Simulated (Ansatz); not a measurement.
# ZnIn3: the cost of one run

All numbers are computed with Ansatz 0.2.0 through its Python package. Level of theory: DFT LDA, plane waves, PAW.

## 1. The system

ZnIn3 Fm-3m: Symmetry: Fm-3m, No. 225, cubic system. The conventional cell has a = 7.381 Å, b = 7.381 Å, c = 7.381 Å, α = 90.00°, β = 90.00°, γ = 90.00°. Zn (site symmetry m-3m) has 8 In at 3.20 Å as nearest neighbours. In (site symmetry -43m) is surrounded by 4 Zn at 3.20 Å and 4 In at 3.20 Å. Around In (site symmetry m-3m) lie 8 In at 3.20 Å.

Zn P6_3/mmc: Symmetry: P6_3/mmc, No. 194, hexagonal system. Conventional cell: a = 2.670 Å, b = 2.670 Å, c = 4.966 Å, α = 90.00°, β = 90.00°, γ = 120.00°. Zn (site symmetry -6m2) has 12 Zn at 2.67 to 2.92 Å as nearest neighbours.

In I4/mmm: It takes space group I4/mmm (No. 139, tetragonal). The conventional cell has a = 3.251 Å, b = 3.251 Å, c = 4.947 Å, α = 90.00°, β = 90.00°, γ = 90.00°. In (site symmetry 4/mmm) is surrounded by 12 In at 3.25 to 3.38 Å.

Input file znin3_znin3.cif:

```cif
data_ZnIn3
_cell_length_a 5.219482
_cell_length_b 5.219482
_cell_length_c 5.219482
_cell_angle_alpha 60.00000
_cell_angle_beta 60.00000
_cell_angle_gamma 60.00000
_symmetry_space_group_name_H-M 'P 1'
_symmetry_Int_Tables_number 1
loop_
_symmetry_equiv_pos_as_xyz
'x, y, z'
loop_
_atom_site_label
_atom_site_type_symbol
_atom_site_fract_x
_atom_site_fract_y
_atom_site_fract_z
Zn1 Zn    0.000000    0.000000    0.000000
In2 In    0.250000    0.250000    0.250000
In3 In    0.750000    0.750000    0.750000
In4 In    0.500000    0.500000    0.500000
```

The script reads znin3_zn.vasp:

```text
Zn
1.0
   2.67000000    0.00000000    0.00000000
  -1.33500000    2.31228783    0.00000000
   0.00000000    0.00000000    4.96600000
Zn
2
Direct
   0.33333333    0.66666667    0.25000000
   0.66666667    0.33333333    0.75000000
```

Input file znin3_in_cell.extxyz:

```xyz
1
Lattice="-1.62547 1.62547 2.4737 1.62547 -1.62547 2.4737 1.62547 1.62547 -2.4737" Properties=species:S:1:pos:R:3 pbc="T T T"
In    0.00000000    0.00000000    0.00000000
```

## 2. Script

znin3.py

```python
"""Formation energy of ZnIn3 from the elements, after relaxing cells and atoms."""

from collections import Counter
import csv
import warnings

import ansatz
from ase.io import read
import numpy as np


def ground_state(name, crystal):
    calc = (
        crystal.calculation()
        .basis(550)
        .functional("lda")
        .kpoints(spacing=0.16)
        .occupations("fermi_dirac", width=0.05)
        .stress()
    )
    calc = calc.relax(force_tolerance=0.01, max_steps=60, cell=True)
    return calc.run()


def counts(outcome):
    return Counter(site.symbol for site in outcome.lattice.sites)

def formation_energy(outcome, mu):
    n = counts(outcome)
    return (outcome.report["energy_sigma0_ev"] - sum(k * mu[element] for element, k in n.items())) / sum(n.values())


def volume_per_atom(outcome):
    return abs(np.linalg.det(outcome.lattice.cell_ang)) / len(outcome.lattice.sites)

warnings.simplefilter("ignore", ansatz.DeckWarning)

phases = {}
atoms = read("znin3_znin3.cif")
znin3 = ansatz.Crystal.from_ase(atoms)
phases["ZnIn3"] = znin3
atoms = read("znin3_zn.vasp", format="vasp")
zn = ansatz.Crystal.from_ase(atoms)
phases["Zn"] = zn
in_cell = ansatz.Crystal.from_extxyz("znin3_in_cell.extxyz")
phases["In"] = in_cell

done = {name: ground_state(name, crystal) for name, crystal in phases.items()}

# energy of one atom in its reference phase
references = {"Zn": "Zn", "In": "In"}
mu = {element: done[name].report["energy_sigma0_ev"] / len(done[name].lattice.sites) for element, name in references.items()}

target = done["ZnIn3"]
heat = formation_energy(target, mu)
rows = [(name, len(o.lattice.sites), volume_per_atom(o), formation_energy(o, mu)) for name, o in done.items()]
with open("formation.csv", "w", newline="") as handle:
    writer = csv.writer(handle)
    writer.writerow(["phase", "atoms", "V (A^3/atom)", "E_form (eV/atom)"])
    writer.writerows([round(v, 4) if isinstance(v, float) else v for v in row] for row in rows)
print(open("formation.csv").read())
```

## 3. The run

On the command line:

```
$ python znin3.py
```

**Question.** How long does this script take on 1 thread of Arm Neoverse V2, shared host, and how much memory does it need?

About 2.6 min, with a peak of 0.62 GiB.
